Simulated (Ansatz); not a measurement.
# BiTe under changes of volume

One of the cells (33.725 Å³/atom); the others are scaled copies at fixed shape and fractional positions:

```
Bi Te
1.0
     2.42271    1.39875    3.31729
    -2.42271    1.39875    3.31729
     0.00000   -2.79750    3.31729
Bi Te
1 1
Direct
  0.50000 0.50000 0.50000
  0.00000 0.00000 0.00000
```

The cell comes from a database or a generator and needn't be the stable form of this composition.

| Property | Result |
| --- | --- |
| Program | Ansatz 0.2.0 |
| Functional | LDA |
| Potentials or basis | Ansatz PAW |
| Cutoff | 420 eV (not typed: the program's choice for these potentials) |
| k mesh | 7 × 7 × 7 |
| Occupations | fermi-dirac, width 0.05 eV |
| Spin | no spin polarisation |

```tsv
volume (Å³/atom)	energy over the lowest point (meV/atom)	pressure (GPa)
31.701	0.00	-0.4
32.376	4.01	-1.5
33.050	12.51	-2.5
33.725	?	?
34.399	41.07	-4.2
35.074	60.26	-4.9
35.748	82.26	-5.5
```

Task: What does the run at 33.725 Å³/atom give?

Result: Energy over the lowest point 25.01 meV/atom; pressure -3.4 GPa.

Worked out: A Birch-Murnaghan fit of order 3 (a polynomial in V^(-2/3)) to the other rows has its minimum at 31.49 Å³/atom, just outside them, with B0 = V·E''(V) = 58 GPa and B' = 4.5 at fixed shape and positions, which overstates the stiffness. It gives 25.02 meV/atom at 33.725 Å³/atom, against the run's 25.01, and -dE/dV = -3.4 GPa, against -3.4.

Energies are extrapolated to zero smearing.

Caveats: the PAW data sets come from PBE, with cores solved anew for the run's functional, which leaves a small shift of forces and pressure.
